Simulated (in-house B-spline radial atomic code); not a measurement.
# V⁹⁺: density, ELF and screening along the radius

Aim: the shell structure of V⁹⁺ in the radial density, the electron localisation function and the screened nuclear charge, under several settings.

Program: in-house B-spline radial atomic code version 1. Level of theory: several methods, spin-polarised, as named in each step; spherical all-electron atom at the radial basis limit. These are calculated values, not measurements, unless marked.

## 1. The atom as given

| Quantity | Value |
| --- | --- |
| element | vanadium (Z = 23) |
| charge | +9 |
| electrons | 14 |
| configuration | [Ne] 3s2 3p2 |
| nucleus | point (non-relativistic runs) or finite (X2C runs) |

Outer shells as boxes (Hund's rule):

[Ne] 3s2 3p2
```
[Ne] core
3s [↑↓]
3p [↑ ][↑ ][  ]
```

Where spins are not typed, each open shell is filled with up spins first.

## 2. PBE, X2C, [Ne] 3s2 3p2

Settings of the run:

```ini
Z = 23
electrons = 14.0
configuration = [Ne] 3s2 3p2
hamiltonian = x2c
method = pbe,pbe
spin_polarised = True
nucleus = fermi
rms_radius = 3.6002
mass_number = 51
atomic_mass = 50.943957664
speed_of_light = 137.035999084
```

On the command line:

```console
$ python run_scf.py task.json out
```

The settings of every run stand in task.json; they run in order.

## 3. Hartree-Fock, X2C, [Ne] 3s2 3p2

The settings differ from step 2 so:

```diff
@@ -4,3 +4,3 @@
 hamiltonian = x2c
-method = pbe,pbe
+method = hf
 spin_polarised = True
```

## 4. TPSS, X2C, [Ne] 3s2 3p2

The settings differ from step 3 so:

```diff
@@ -4,3 +4,3 @@
 hamiltonian = x2c
-method = hf
+method = tpss,tpss
 spin_polarised = True
```

## 5. r2SCAN, non-rel., [He] 2s2 2p5 3s2 3p3

Settings of the run:

```ini
Z = 23
electrons = 14.0
configuration = [He] 2s2 2p5 3s2 3p3
hamiltonian = nr
method = r2scan
spin_polarised = True
```

Q: How large is the system in each run, where do the shell borders lie, and what is the highest level?

**Answer**, as computed:

| run | total energy (hartree) | highest level (eV) | radius holding 50 / 90 / 99 % (bohr) | radius at n = 0.001 (bohr) | ELF minima on the full grid (bohr) |
| --- | --- | --- | --- | --- | --- |
| PBE, X2C, [Ne] 3s2 3p2 | -918.7975 | -217.02 | 0.290 / 0.940 / 1.46 | 1.97 | 0.11, 0.53 |
| Hartree-Fock, X2C, [Ne] 3s2 3p2 | -918.4153 | -228.93 | 0.290 / 0.943 / 1.46 | 1.97 | 0.11, 0.53 |
| TPSS, X2C, [Ne] 3s2 3p2 | -919.0557 | -217.28 | 0.290 / 0.940 / 1.46 | 1.97 | 0.11, 0.53 |
| r2SCAN, non-rel., [He] 2s2 2p5 3s2 3p3 | -895.0205 | -227.48 | 0.314 / 0.978 / 1.47 | 1.96 | 0.11, 0.52 |

**Reading.** In the first run ELF has 2 minima on the grid, which mark the borders between shells. On the record's full grid the screened charge (r times the electrostatic potential) falls from 22.9 near the nucleus to 9.00 at 3.0 bohr; far out it tends to the net charge, 9. The grid is coarse (about 19 % a step), so the places of minima are rough. For X2C runs ELF uses the non-relativistic kinetic energy density, and the fields carry no picture-change correction.
